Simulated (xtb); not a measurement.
# GFN-FF (hydrogen mass 4 u, md dump 50 fs, md temperature 500 K, md time 1 ps) run of doublet [CH5ClGe2]+

We compute molecular dynamics of doublet [CH5ClGe2]+. 

The calculation is run with xtb 6.7.1 later snapshot.

2 further runs of the same task are left out: 2 set aside as unsound or not needed.

## (1) The molecule

[CH5ClGe2]+: 9 atoms, total charge +1, spin state doublet. As SMILES of the parent species, `[Cl][GeH]1[CH2][GeH2]1`. The shape was relaxed beforehand at GFN2-xTB. The run starts from this shape.

Bond lengths: Cl1–Ge2 2.094 Å, Ge2–C3 1.923 Å, Ge2–Ge4 2.463 Å, Ge2–H5 1.528 Å, C3–H6 1.082 Å, C3–H7 1.083 Å, Ge4–H8 1.535 Å, Ge4–H9 1.535 Å. Some angles: Cl1–Ge2–C3 122.4°, Cl1–Ge2–Ge4 111.5°, C3–Ge2–Ge4 57.6°, Cl1–Ge2–H5 109.4°, C3–Ge2–H5 128.2°, Ge4–Ge2–H5 106.8°, Ge2–C3–H6 114.9°, Ge2–C3–H7 113.4°, Ge2–Ge4–H8 121.9°, Ge2–Ge4–H9 121.2°. A long bond or contact: C3–Ge4 2.167 Å.

## (2) A short trajectory at GFN-FF (hydrogen mass 4 u, md dump 50 fs, md temperature 500 K, md time 1 ps)

The input, xtb.inp:

```
$md
   temp=500
   time=1
   step=2
   dump=50
   hmass=4
   shake=1
   nvt=false
$end
```

The input, coord:

```
$coord
     -5.560602269661      0.570351469756     -0.115486832654  cl
     -1.805215682606      1.384352887665     -1.064189818452  ge
      0.920716141892      1.045375705156      1.316239599229  c
      0.868240337138     -2.421137897858     -0.862964221798  ge
     -1.689509641722      2.343222600013     -3.786015268082  h
      2.459571147781      2.367450778657      1.058896695577  h
      0.296760700885      1.010546162953      3.266021220095  h
      3.722386299740     -2.314878597870     -1.365557671629  h
      0.955080811469     -4.072775538316      1.520741980984  h
$end
```

On the command line:

```sh
$ xtb coord --md --chrg 1 --uhf 1 --input xtb.inp --gff > out.txt
```

What values should one expect? Wanted: potential energy of the last frame.

**Answer.** As computed:

Level: GFN-FF (hydrogen mass 4 u, md dump 50 fs, md temperature 500 K, md time 1 ps).

```
                          quantity       value
potential energy of the last frame  0.59095 Eh
```
